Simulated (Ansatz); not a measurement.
# Si: the cost of one run

Method: DFT LDA, scalar-relativistic, in Ansatz 0.2.0.

### 1 The starting structure

Symmetry: Fd-3m, No. 227, cubic system. The conventional cell has a = 5.431 Å, b = 5.431 Å, c = 5.431 Å, α = 90.00°, β = 90.00°, γ = 90.00°. Si (site symmetry -43m) has 4 Si at 2.35 Å as nearest neighbours.

As a file:

```xyz
2
Lattice="0.0000 2.7155 2.7155 2.7155 0.0000 2.7155 2.7155 2.7155 0.0000" Properties=species:S:1:pos:R:3 pbc="T T T"
Si    2.7155    2.7155    2.7155
Si    4.0732    4.0732    4.0732
```

Atoms are numbered in the order of the input: Si1, Si2.

### 2 The deformed structure

Space group Fd-3m before, I4_1/amd after.

### 3 All-electron LAPW

input.yaml

```yaml
crystal:
  lattice:
    - [0.0, 2.71547, 2.6883153]
    - [2.71547, 0.0, 2.6883153]
    - [2.71547, 2.71547, 0.0]
  atoms:
    - { symbol: Si, position: [0.5, 0.5, 0.5] }
    - { symbol: Si, position: [0.75, 0.75, 0.75] }
kpoints:
  mp_grid: { grid: [11, 11, 11] }
  band_path:
    path:
      - [0.0, 0.0, 0.0]
      - [0.0, 0.5, 0.5]
      - [0.25, 0.75, 0.5]
      - [0.0, 0.5, 0.0]
      - [0.0, 0.0, 0.0]
      - [0.5, 0.5, 0.0]
      - [0.3775380063, 0.6224619937, 0.0]
      - [-0.3775380063, 0.3775380063, 0.0]
      - [0.0, 0.0, 0.0]
    npoints: 5
scf:
  occupations: { method: fermi_dirac, width: 0.08 }
hamiltonian:
  xc: lda
  pseudopotentials: { kind: all_electron, lapw: { basis_error: 0.00025 } }
output:
  forces: true
  stress: true
  eigenvalues: true
```

Launch:

```console
$ ansatz run input.yaml --threads 1 --pin off --max-ram 3072MiB --backend cpu --events-out ev --progress --plain --runs-dir out
```

Q: Estimate wall time and peak memory on 1 thread of Intel Xeon Platinum 8488C (Sapphire Rapids), shared host.

About 12 s, with a peak of 0.41 GiB.
